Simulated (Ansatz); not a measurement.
**CuH (singlet): wave-function methods side by side, def2-SVP**

One table from this session's results is given with a row withheld; the runs are named, their logs left out.

Program: Ansatz 0.2.0, Gaussian basis. Level of theory: def2-SVP, core rule «outside noble gas», up to 9 orbitals frozen. These are calculated values, not measurements.

To be run: UHF; CCSD(T) on RHF; CISD; CCSDT(Q) on RHF; CASSCF and MRCISD+Q, 12 electrons in 7 orbitals; CASSCF and NEVPT2, 12 electrons in 7 orbitals.

9 further runs of the same task are left out: 2 that didn't finish, 7 set aside as unsound or not needed.

### The geometry

The geometry is a PBE0/def2-TZVP stationary point (not a proven minimum).

2 atoms, charge 0, spin multiplicity 1.

Atoms are counted from 1 here; the program's logs count them from 0.

Bond lengths: Cu1–H2 1.485 Å.

The first run:

in.yaml reads:

```yaml
crystal:
  periodic: [false, false, false]
  atoms:
    - {symbol: Cu, position_ang: [0.000000, 0.000000, 0.000000]}
    - {symbol: H, position_ang: [0.000000, 0.000000, 1.485034]}
basis:
  gaussian: {orbitals: def2-SVP}
magnetization: {spin_polarized: true, initial_magnetization: 0}
hamiltonian: {xc: hf}
output: {orbitals: {seedname: orbitals}}
```

Launch:

```sh
$ ansatz run in.yaml --threads 1 --pin off --events-out ev --progress --plain --max-ram 2393MiB
```

Steps of the session up to this table: UHF; CCSD(T) on RHF; CISD; CCSDT(Q) on RHF; CASSCF and MRCISD+Q, 12 electrons in 7 orbitals; CASSCF and NEVPT2, 12 electrons in 7 orbitals.

One of the session's tables, all rows but one given; the rest of the session is left out.

It belongs to the step «Misses and costs». 

```
          method  from RCCSDT(Q) (meV)
             RHF                     ?
            RMP2                -454.9
            CISD                +770.8
           RCCSD                +302.5
        RCCSD(T)                 -56.7
          RCCSDT                 -56.3
       RCCSDT(Q)                     0
  CASSCF valence               +7732.4
  NEVPT2 valence                +550.2
  MRCISD valence                +644.1
MRCISD+Q valence                +273.1
```

Q: Estimate the row for RHF from the others.

As computed: from RCCSDT(Q) (meV): +8246.3. In the column «from RCCSDT(Q) (meV)» it is the highest.

With the free atoms at the same levels and basis (separate runs), the atomisation energy is 2.498 eV at RCCSDT(Q), 2.481 eV at RCCSD(T), 1.342 eV at RHF.
